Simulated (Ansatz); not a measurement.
# ZrZnN: from a guess to a relaxed structure, part 2 of 2

The task: take a trial cell of ZrZnN to zero force and stress.

Ansatz 0.2.0; DFT PBE, scalar-relativistic, plane waves, PAW.

## 5. Full relaxation

The end of the coarse run is made exact in the group found at a tolerance of 0.06 Å and reduced to its primitive cell.

The input, input.yaml:

```yaml
crystal:
  lattice:
    - [3.5806674816, 0.0, 0.0]
    - [-1.7903337408, 3.1009490015, 0.0]
    - [0.0, 0.0, 4.7346009584]
  atoms:
    - { symbol: Zr, position: [0.0, 0.0, 0.5] }
    - { symbol: Zn, position: [0.3333333333, 0.6666666667, 0.0] }
    - { symbol: "N", position: [0.6666666667, 0.3333333333, 0.5] }
basis:
  ecutwfc: 420
kpoints:
  mp_grid: { grid: [12, 12, 10] }
hamiltonian:
  xc: pbe
scf:
  occupations: { method: gaussian, width: 0.1 }
output:
  forces: true
  stress: true
  eigenvalues: true
  write_density: true
  write_potential: true
  elf: true
  volumetric_format: npy
relax:
  adjacent_minimum: "off"
  f_tol: 0.01
  max_steps: 80
  cell: { stress_tol: 0.05 }
```

Command:

```
> ansatz run input.yaml --threads 1 --pin off --max-ram 2560MiB --backend cpu --events-out ev --progress --plain --runs-dir out
```

Standard output (excerpt; [...] marks lines left out):

```text
Warning: RAYON_NUM_THREADS=1 ignored (pool sized by the plan → 1); use --threads N
[...]
Pseudopotentials: kind: paw
Pseudopotential: Zr, paw, valence charge 12, recommended cutoff 420 eV (normal), Zr.paw.azcp
Pseudopotential: Zn, paw, valence charge 12, recommended cutoff 420 eV (normal), Zn.paw.azcp
Pseudopotential: N, paw, valence charge 5, recommended cutoff 420 eV (normal), N.paw.azcp
Functional definition: PBE
[...]
Crystal: 3 atoms, lattice volume = 52.570 Å³
Basis set: ecut = 420 eV, 1005 PW (Γ), exchange–correlation on 48×48×64 points (8 copies of the dense FFT grid, shifted against one another)
Bands: 19, of which v1, the nominal top of the filled ones, is band 15 counted from 1 (14 counted from 0)
Symmetry: 12 space group operations
Space group: P-6m2 (ITA 187), of the structure as read, at distance tolerance 3.7e-5 Å
k-points: 114 of 1440 (time reversal used)
[...]
        0.011325      -0.000000       0.000000
       -0.000000       0.011325       0.000000
        0.000000       0.000000       0.007113
  P = ⅓ Tr σ = 0.0099 GPa (0.099 kbar)
--- Band table (eV; the first three rows and the last of 114) ---
  k-point 0: bands = ["-38.8323", "-16.9979", "-16.7907", "-16.7907", "-4.2941", "3.0479", "3.1767", "3.1767", "3.1814", "3.1814", "4.5704", "5.3745", "5.3745", "6.9651", "12.5173", "12.5173", "12.7531", "14.2494", "16.6434"]
[...]
--- Relaxed structure (3 steps of the walk, 3 accepted, 2 SCFs on fresh bases) ---
  F+E_penalty+E_count = -7888.37623533 eV   max|allowed force component| = 4.071e-16 eV/Å   (the final SCF, on the basis selected at the relaxed cell)
  cell:  # Å, volume = 52.5220 Å³
    - [3.5829152464276164, -7.85439117554249e-33, 0.0]
    - [-1.7914576232138082, 3.1028956230128983, 0.0]
    - [0.0, 0.0, 4.72430013889043]
  atoms:
    - { symbol: Zr, position: [1.1950878015646637e-33, 2.6292284804435157e-33, 0.5] }
    - { symbol: Zn, position: [0.33333333333333326, 0.6666666666666665, 0.0] }
    - { symbol: N, position: [0.6666666666666665, 0.33333333333333326, 0.5] }
```

Wall time 87 s (1 thread of Arm Neoverse V1, shared host); peak memory 0.44 GiB.

The steps of the relaxation:

| step | energy from step 1 (eV/cell) | largest force component (eV/Å) | pressure (GPa) | volume (Å³) |
| --- | --- | --- | --- | --- |
| 1 | 0.0000 | 0.0000 | 0.10 | 52.57 |
| 2 | -0.0001 | 0.0000 | -0.01 | 52.57 |
| 3 | 0.0000 | 0.0000 | -0.01 | 52.57 |
| 4 | -0.0001 | 0.0000 | 0.01 | 52.52 |
| 5 | -0.0001 | 0.0000 | 0.01 | 52.52 |

Step 1 is the start. Steps 3, 5 each repeat the geometry before them on a plane-wave basis chosen anew, so the energy can jump there without any move.

|  | before | after | change |
| --- | --- | --- | --- |
| a (Å) | 3.581 | 3.583 | +0.1 % |
| b (Å) | 3.581 | 3.583 | +0.1 % |
| c (Å) | 4.735 | 4.724 | -0.2 % |
| volume (Å³/atom) | 17.52 | 17.51 | -0.1 % |
| shortest distance (Å) | 2.067 | 2.069 | +0.1 % |
| space group (0.01 Å) | P-6m2 | P-6m2 | same |

Forces and stress were held to the start's 12 operations: a distortion of lower symmetry was not tested.

Density in a lattice plane of the grid's cell (edges 3.58 and 3.58 Å, at 0.500 of the third edge), which holds Zr and N.

Ten even steps from '0' (0.06 e/Å³) to '9' (4.10 e/Å³):
```
899853100000000001369998
997531000000000002469999
865310000000000002468898
532100000000000001346666
211000000000000001233433
100000000000000001122221
000000000000000001111111
000000000000000011222111
000000000000001122333211
000000000000012245554221
000000000000123577765321
000000000001246788875311
000000000012367889864211
111111111113478988753211
233433211123578887532111
567664321123466664321223
899975421122344432212346
999986421112222211123579
889985311111111111135799
679974210000000001247997
```
Columns run along the first of these edges and rows up along the second, over one cell in 24 and 20 even steps from the bottom left corner. Atoms in the plane (fractional): Zr at (0.00, 0.00), N at (0.67, 0.33).

ELF in the same plane.

Ten even steps from '0' (0.00) to '9' (0.84):
```
258997411245542114799742
689984211223211126899865
999752101111111136899888
876421001111000136788888
543100001110000124566666
221100011110001122344443
221111111111112233344433
433211111112234566777665
653211001123567899999988
753210001235789999999998
642100001247999987789998
421111111368998633579997
222232211469986302589975
245665322479985214799753
578987532589986457998544
899998643589998889975456
999998643579999998754578
666788643579999986445788
224798642468998753358874
015898532357775323589851
```
Columns run along the first of these edges and rows up along the second, over one cell in 24 and 20 even steps from the bottom left corner. Atoms in the plane (fractional): Zr at (0.00, 0.00), N at (0.67, 0.33).

Both are smooth fields of the valence electrons: close to the nuclei they are not physical.

The highest ELF values outside the cores: 0.84 beside N, off the lines to its neighbours, 0.7 Å from N; 0.84 in the shell around N, 0.6 Å from N.

## 6. Changing settings: ecutwfc 44.1 Ry, xc_grid 1, occupations.method tetrahedron_uncorrected, width left out

input.yaml: that of step 5 with these lines changed.

```diff
@@ -10,3 +10,4 @@
 basis:
-  ecutwfc: 420
+  ecutwfc: "44.1 Ry"
+  xc_grid: 1
 kpoints:
@@ -16,11 +17,7 @@
 scf:
-  occupations: { method: gaussian, width: 0.1 }
+  occupations: { method: tetrahedron_uncorrected }
 output:
   forces: true
+  eigenvalues: true
   stress: true
-  eigenvalues: true
-  write_density: true
-  write_potential: true
-  elf: true
-  volumetric_format: npy
 relax:
```

Command:

```
> ansatz run input.yaml --threads 1 --pin off --max-ram 2560MiB --backend cpu --events-out ev --progress --plain --runs-dir out
```

Standard output (excerpt; [...] marks lines left out):

```text
Warning: relax: with tetrahedron occupations the Hellmann–Feynman forces and the energy need not agree along the walk (scf.occupations.method in the input reference, under Limitations); prefer a smearing scheme for the relaxation and re-run the relaxed geometry with tetrahedron [...]
Warning: RAYON_NUM_THREADS=1 ignored (pool sized by the plan → 1); use --threads N
[...]
[... 5 set-up lines as earlier in the session ...]
[...]
Crystal: 3 atoms, lattice volume = 52.570 Å³
Basis set: ecut = 600.0110667240353 eV, 1741 PW (Γ)
Bands: 19, of which v1, the nominal top of the filled ones, is band 15 counted from 1 (14 counted from 0)
[... 2 set-up lines as earlier in the session ...]
[...]
  atom   3  N      0.00000000     0.00000000     0.00000000
[...]
--- Stress (GPa, compression-positive) ---
       -0.013308      -0.000000       0.000000
        0.000000      -0.013308       0.000000
        0.000000       0.000000      -0.019229
  P = ⅓ Tr σ = -0.0153 GPa (-0.153 kbar)
--- Band table (eV; the first three rows and the last of 114) ---
  k-point 0: bands = ["-38.8548", "-17.0182", "-16.8119", "-16.8119", "-4.2937", "3.0497", "3.1797", "3.1797", "3.1827", "3.1827", "4.5754", "5.3728", "5.3728", "6.9693", "12.4984", "12.4984", "12.7307", "14.2587", "16.6512"]
[...]
--- Relaxed structure (3 steps of the walk, 3 accepted, 1 SCFs on fresh bases) ---
  F+E_penalty+E_count = -7888.33969036 eV   max|allowed force component| = 3.701e-17 eV/Å   (the final SCF, on the basis selected at the relaxed cell)
  cell:  # Å, volume = 52.5390 Å³
    - [3.5856946218050703, 0.0, 0.0]
    - [-1.7928473109025351, 3.105302632696426, 0.0]
    - [0.0, 0.0, 4.718503559305333]
  atoms:
    - { symbol: Zr, position: [5.657379385757642e-34, 7.72896561180246e-34, 0.49999999999999994] }
    - { symbol: Zn, position: [0.3333333333333333, 0.6666666666666666, 0.0] }
    - { symbol: N, position: [0.6666666666666666, 0.3333333333333333, 0.49999999999999994] }
```

Wall time 85 s (1 thread of Arm Neoverse V1, shared host); peak memory 0.45 GiB.

```csv
run,ending,energy change,pressure (GPa),gap (eV),force (eV/Å),cycles,time
step 5,converged,0,0.0,0.00,0.00,-,87 s
variant,converged,+10.9 meV/atom (σ→0),0.0,0.00,0.00,24,85 s
```

Changing the cutoff, numerical grids and smearing moves the energy by +10.9 meV/atom (σ→0 values). More than one kind of setting changed, and this run alone doesn't tell their shares apart.

## 7. What came out

The summary covers parts 1 to 2. Changes of volume or cell count from the first structure of part 1.

| quantity | value |
| --- | --- |
| symmetry at the end (tolerance 0.05 Å) | space group P-6m2 (No. 187) |
| conventional cell | a = 3.583 Å, b = 3.583 Å, c = 4.724 Å, α = 90.00°, β = 90.00°, γ = 120.00° |
| volume | 17.51 Å³/atom |
| energy over the elements (uncorrected; H, N, O, F and Cl as molecules) | -0.50 eV/atom |
| gap on the mesh | none (metal) |

What this shows: The space group P-6m2 (No. 187) is kept, and the volume per atom grows by 34.1 % from the first guess. It lies below the elements, which doesn't yet make it stable: competing phases were not computed in this session. No finished test with a distortion of lower symmetry is shown, so the end may be a saddle point. A spin-polarised run here lost its starting moments, which speaks against magnetism, though one start doesn't rule it out. Other magnetic orders were not searched.
